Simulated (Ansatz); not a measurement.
# KMnF3: the cost of one run

Method: DFT PBEsol+U (U_eff = 4 eV on Mn d), plane waves, PAW, in Ansatz 0.2.0.

### 1 The system as given

Symmetry: Pm-3m, No. 221, cubic system. The conventional cell has a = 4.187 Å, b = 4.187 Å, c = 4.187 Å, α = 90.00°, β = 90.00°, γ = 90.00°. K (site symmetry m-3m) is surrounded by 12 F at 2.96 Å. Mn (site symmetry m-3m) is surrounded by 6 F at 2.09 Å. Around F (site symmetry 4/mmm) lie 2 Mn at 2.09 Å and 4 K at 2.96 Å.

Structure file:

```cif
data_structure
_symmetry_space_group_name_H-M 'P 1'
_symmetry_Int_Tables_number 1
_cell_length_a 4.1869
_cell_length_b 4.1869
_cell_length_c 4.1869
_cell_angle_alpha 90.000
_cell_angle_beta 90.000
_cell_angle_gamma 90.000
_cell_volume 73.40
loop_
_atom_site_label
_atom_site_type_symbol
_atom_site_fract_x
_atom_site_fract_y
_atom_site_fract_z
_atom_site_occupancy
K1 K 0.50000 0.50000 0.50000 1
Mn1 Mn 0.00000 0.00000 0.00000 1
F1 F 0.50000 0.00000 0.00000 1
F2 F 0.00000 0.50000 0.00000 1
F3 F 0.00000 0.00000 0.50000 1
```

Magnetic order typed: ferromagnetic.

### 2 From atoms, symmetry kept, no search

Contents of input.yaml:

```yaml
crystal:
  lattice:
    - [4.18689985, 0.0, 0.0]
    - [0.0, 4.18689985, 0.0]
    - [0.0, 0.0, 4.18689985]
  atoms:
    - { symbol: K, position: [0.5, 0.5, 0.5] }
    - { symbol: Mn, position: [0.0, 0.0, 0.0], spin: 5.0 }
    - { symbol: F, position: [0.5, 0.0, 0.0] }
    - { symbol: F, position: [0.0, 0.5, 0.0] }
    - { symbol: F, position: [0.0, 0.0, 0.5] }
basis:
  ecutwfc: 420
  ecutrho_ratio: 4
kpoints:
  mp_grid: { grid: [5, 5, 5] }
hamiltonian:
  xc: pbesol
  hubbard: { sites: [{ site: 1, l: d, u_eff: 4.0 }] }
scf:
  occupations: { method: gaussian, width: 0.05 }
  lower_state_search: "off"
  max_iter: 150
output:
  forces: true
  stress: true
  eigenvalues: true
  populations: true
  hubbard: { sites: [{ site: 1, l: d }] }
magnetization:
  spin_polarized: true
```

Command:

```
$ ansatz run input.yaml --threads 4 --pin off --max-ram 6144MiB --backend cpu --events-out ev --progress --plain --runs-dir out
```

What time and memory should one allow on 4 threads of Arm Neoverse V1, shared host?

About 2.4 s, with a peak of 0.39 GiB.
